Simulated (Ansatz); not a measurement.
# Sn3Se under changes of volume

One of the cells (26.013 Å³/atom); the others are scaled copies at fixed shape and fractional positions:

```xyz
4
Lattice="0.0000 3.7331 3.7331 3.7331 0.0000 3.7331 3.7331 3.7331 0.0000" Properties=species:S:1:pos:R:3 pbc="T T T"
Sn    3.7331    3.7331    3.7331
Sn    5.5997    5.5997    5.5997
Sn    1.8666    1.8666    1.8666
Se    0.0000    0.0000    0.0000
```

The cell comes from a database or a generator and needn't be the stable form of this composition.

| Property | Result |
| --- | --- |
| Program | Ansatz 0.2.0 |
| Functional | LDA |
| Potentials or basis | all-electron LAPW, scalar-relativistic |
| Cutoff | 164 eV (chosen from the basis error) |
| Basis error allowed | 0.002 eV/atom |
| k mesh | 6 × 6 × 6 |
| Occupations | fermi-dirac, width 0.05 eV |
| Spin | no spin polarisation |

```csv
volume (Å³/atom),energy over the lowest point (meV/atom),pressure (GPa)
24.452,0.00,-1.5
24.973,?,?
25.493,17.24,-3.6
26.013,30.50,-4.5
26.533,46.33,-5.2
27.054,64.41,-5.9
27.574,84.48,-6.5
```

Problem. What does the run at 24.973 Å³/atom give?

Solution. Energy over the lowest point 6.93 meV/atom; pressure -2.6 GPa.

Worked out: A Birch-Murnaghan fit of order 3 (a polynomial in V^(-2/3)) to the other rows has its minimum at 23.81 Å³/atom, just outside them, with B0 = V·E''(V) = 64 GPa and B' = 5.0. It gives 6.95 meV/atom at 24.973 Å³/atom, against the run's 6.93, and -dE/dV = -2.7 GPa, against -2.6.

Energies are extrapolated to zero smearing.
